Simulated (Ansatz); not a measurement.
# C₂H₆FNSn: a ladder of functionals and wavefunction methods

Aim: compute C₂H₆FNSn with functionals from several rungs and with coupled cluster. The yardstick is the atomisation energy at the CCSD(T) limit.

Computed with Ansatz 0.2.0, Gaussian basis. Level: functionals in def2-TZVPP, the program's frozen cores in correlated methods.

The runs, in order: LDA (SPW92), PBE-D4, revPBE-D4, BLYP-D4, r2SCAN-D4, B97M-V, PBE0-D4, B3LYP-D4, r2SCANh-D4, r2SCAN0-D4, HSE06-D4, BHLYP-D4, CAM-B3LYP-D4, LC-ωPBE, ωB97X-V, ωB97M-V, B2PLYP, PBE-QIDH; CCSD(T)/def2-SVP; CCSD(T)/def2-TZVPP; MP2/def2-QZVPP; extrapolation to the limit; RPA on PBE.

**1. The geometry**

The geometry comes from an earlier relaxation with PBE0-D4 in a triple-zeta def2 set; it is a stationary point, not always the lowest conformer. Sn takes the def2 core potential; no spin-orbit term is included.

SMILES `C[N](C)[Sn][F]`, 11 atoms, charge 0, spin multiplicity 1.

Atoms are counted from 1 here; the program's logs count them from 0.

Bond lengths: C1–N2 1.441 Å, C1–H6 1.090 Å, C1–H7 1.099 Å, C1–H8 1.099 Å, N2–C3 1.439 Å, N2–Sn4 2.018 Å, C3–H9 1.099 Å, C3–H10 1.095 Å, C3–H11 1.099 Å, Sn4–F5 1.957 Å. Angles: N2–C1–H6 110.2°, N2–C1–H7 111.2°, N2–C1–H8 111.2°, H6–C1–H7 108.5°, H6–C1–H8 108.5°, H7–C1–H8 107.2°, C1–N2–C3 113.5°, C1–N2–Sn4 125.3°, C3–N2–Sn4 121.2°, N2–C3–H9 111.7°, N2–C3–H10 110.9°, N2–C3–H11 111.7°, H9–C3–H10 107.6°, H9–C3–H11 107.2°, H10–C3–H11 107.6°, N2–Sn4–F5 93.6°.

**2. LDA**

This LDA is Slater exchange with PW92 correlation.

Contents of in.yaml:

```yaml
crystal:
  periodic: [false, false, false]
  atoms:
    - {symbol: C, position_ang: [-0.965579, -0.045803, 0.614336]}
    - {symbol: N, position_ang: [0.177903, 0.190825, -0.229517]}
    - {symbol: C, position_ang: [1.171873, -0.847212, -0.153274]}
    - {symbol: Sn, position_ang: [0.432137, 1.794942, -1.427205]}
    - {symbol: F, position_ang: [-1.277803, 2.599710, -0.919463]}
    - {symbol: H, position_ang: [-1.682138, 0.770088, 0.515535]}
    - {symbol: H, position_ang: [-0.669948, -0.124670, 1.670243]}
    - {symbol: H, position_ang: [-1.468344, -0.986129, 0.346806]}
    - {symbol: H, position_ang: [1.562568, -0.960853, 0.867942]}
    - {symbol: H, position_ang: [2.020361, -0.625576, -0.809451]}
    - {symbol: H, position_ang: [0.764269, -1.822424, -0.455351]}
basis:
  gaussian: {orbitals: def2-TZVPP}
hamiltonian: {xc: lda}
output: {orbitals: {seedname: orbitals}}
```

Run with:

```sh
ansatz run in.yaml --threads 4 --pin off --events-out ev --progress --plain --max-ram 10444MiB
```

The runs that follow: PBE-D4 (GGA); revPBE-D4 (GGA); BLYP-D4 (GGA); r2SCAN-D4 (meta-GGA); B97M-V (meta-GGA); B3LYP-D4 (hybrid); r2SCANh-D4 (hybrid); r2SCAN0-D4 (hybrid); HSE06-D4 (hybrid); BHLYP-D4 (hybrid); CAM-B3LYP-D4 (range-separated); LC-ωPBE (range-separated); ωB97X-V (range-separated); ωB97M-V (range-separated); B2PLYP (double hybrid); PBE-QIDH (double hybrid); CCSD(T) in def2-SVP; CCSD(T) in def2-TZVPP; MP2 in def2-QZVPP; RPA on PBE orbitals.

**Question.** What will the summary of the whole plan be? Wanted: atomisation energy, CCSD(T)/CBS; farthest beyond LDA; mean size of error, GGA; mean size of error, meta-GGA; mean size of error, hybrid; mean size of error, range-separated; mean size of error, double hybrid; gap, smallest and largest; T1 diagnostic.

The runs gave:

| quantity | value |
| --- | --- |
| atomisation energy, CCSD(T)/CBS | 41.741 eV |
| functionals within 0.417 eV (1.0 %) | revPBE-D4, BLYP-D4, r2SCAN-D4, B97M-V, PBE0-D4, B3LYP-D4, HSE06-D4, CAM-B3LYP-D4, LC-ωPBE, ωB97X-V, ωB97M-V |
| farthest beyond LDA | BHLYP-D4 (-1.531 eV) |
| mean size of error, GGA | 0.441 eV |
| mean size of error, meta-GGA | 0.090 eV |
| mean size of error, hybrid | 0.563 eV |
| mean size of error, range-separated | 0.177 eV |
| mean size of error, double hybrid | 0.592 eV |
| gap, smallest and largest | 2.83 eV (BLYP-D4), 9.14 eV (LC-ωPBE) |
| T1 diagnostic | 0.0174 |
| triples share of the correlation energy | 3.6 % |

In words: The LDA atomisation energy is off by 6.295 eV (15 %): it overbinds. PBE-D4 misses by +0.947 eV. Double hybrids carry the basis error of their MP2 part in triple zeta, and no dispersion term here, so their miss is partly the set-up's. The rungs meta-GGA, range-separated miss on average by less than the doubt on the reference (0.417 eV), so they tie. Misses under about 0.417 eV are within the doubt on the reference itself, which lacks core-valence correlation, spin-orbit coupling and higher excitations, and its outer-core shells are covered unevenly. All levels share the lack of spin-orbit coupling, which lowers the free heavy atoms and so the true binding. Hartree-Fock recovers 70 % of the binding; the rest is correlation. CCSD(T) in def2-SVP is off by -2.681 eV, more than most functionals: a good method in a small basis is no reference. Orbital gaps span 2.8 to 9.1 eV; exact exchange widens them. Correlated methods include outer-core shells of Sn, which these sets cover unevenly.
